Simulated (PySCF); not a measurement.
# C7H8OS: excited states, first hyperpolarisability

Programs: PySCF 2.14.0, with routines of our own; each step states its level. All values are computed. Atoms count from 0.

## 1. The starting structure

17 atoms, charge 0, multiplicity 1; geometry from: GFN2-xTB.

## 2. Geometry optimisation at PBE0-D3(BJ)/def2-SVP

What the job is given:

```
{"job": {"xc": "PBE0", "basis": "def2-SVP", "d3": "d3bj", "grid": 2, "kind": "geom"}, "charge": 0, "multiplicity": 1}
C     -2.597777    -1.126013     0.514326
O     -1.391968    -1.317890    -0.185207
C     -0.409840    -0.384164    -0.058693
C     -0.501410     0.778003     0.699063
C      0.574052     1.651575     0.745026
C      1.736371     1.390958     0.050189
C      1.825184     0.227496    -0.707231
S      3.326675    -0.087282    -1.586097
C      0.763030    -0.654968    -0.763521
H     -3.099647    -0.202855     0.207432
H     -2.435322    -1.109398     1.596983
H     -3.224848    -1.978386     0.257267
H     -1.394860     1.013595     1.254052
H      0.496763     2.551915     1.335992
H      2.572112     2.071476     0.087863
H      2.943326    -1.247975    -2.114167
H      0.811162    -1.564057    -1.343189
```

Launch:

```bash
$ OMP_NUM_THREADS=1 python excited_run.py task.json out
```

The driver reads the jobs from task.json and runs them one after another.

**Question.** How long does this first job take on 1 thread of AMD EPYC 9R45, shared host, and how much memory does it need?

About 61 s, with a peak of 0.79 GiB.
